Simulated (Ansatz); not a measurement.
## H₄OSSi, SMILES O[SiH2]S: the interaction energy of a dimer with the counterpoise correction, step by step

With Ansatz 0.2.0 through its Python package.

Interactive session:
```pycon
>>> import ansatz as az
>>> BASIS = "def2-SVP"
>>> FUNCTIONAL = "pbe"
>>> FIRST = [
...     ("O", (-1.3775, -0.4175, 0.1607)),
...     ("Si", (-0.0654, 0.5596, 0.208)),
...     ("S", (1.419, -0.5378, -0.8238)),
...     ("H", (-1.5716, -0.7068, -0.7339)),
...     ("H", (-0.314, 1.8264, -0.5206)),
...     ("H", (0.3426, 0.7991, 1.6131)),
...     ("H", (1.5672, -1.5232, 0.0963)),
... ]
>>> SECOND = [
...     ("O", (5.9296, -1.4528, -2.3899)),
...     ("Si", (4.4638, -1.9258, -1.8363)),
...     ("S", (3.6115, -2.9526, -3.4769)),
...     ("H", (6.4202, -2.1876, -2.7655)),
...     ("H", (4.5987, -2.8699, -0.7014)),
...     ("H", (3.6468, -0.7416, -1.4782)),
...     ("H", (3.4531, -1.8743, -4.2841)),
... ]
>>> def energy(atoms, ghosts=()):
...     molecule = az.Crystal.molecule()
...     for symbol, xyz in atoms:
...         molecule = molecule.atom(symbol, xyz)
...     calc = (
...         molecule.calculation()
...         .basis(gaussian=BASIS)
...         .functional(FUNCTIONAL)
...         .scf(lower_state_search="standard")
...     )
...     deck = calc.input()
...     if ghosts:
...         deck = deck.set(az.key.basis.gaussian.ghost_atoms, [{"symbol": s, "position_ang": list(xyz)} for s, xyz in ghosts])
...     return az.Session.from_dict(deck).plan().execute().report["free_energy_ev"]
...
>>> both = energy(FIRST + SECOND)
>>> alone = energy(FIRST) + energy(SECOND)
>>> ghosted = energy(FIRST, SECOND) + energy(SECOND, FIRST)
>>> print(f"dimer {both:.6f} eV")
dimer -41616.032918 eV
>>> print(f"interaction, uncorrected   {(both - alone):8.3f} eV")
interaction, uncorrected      0.157 eV
>>> print(f"interaction, counterpoise  {(both - ghosted):8.3f} eV")
interaction, counterpoise     0.207 eV
>>> print(f"basis-set superposition    {(alone - ghosted):8.3f} eV")
basis-set superposition       0.050 eV
```

Uncorrected it is 0.157 eV, with the counterpoise correction 0.207 eV; the difference, 0.050 eV, is the superposition error. In this basis both values are repulsive.

Caveats:
- These settings explore the input space; basis and method may be short of convergence.
- The dimer is a generated trial pose of unrelaxed monomers, not a minimum, so the figure is no binding energy, and the basis set is small.
- This level lacks the dispersion part of the attraction (electrostatics and induction are there), which can decide the sign where the interaction is weak.
- Wall time of the script: 15 s on 1 thread of Arm Neoverse V1 (shared host), peak memory 0.24 GiB.
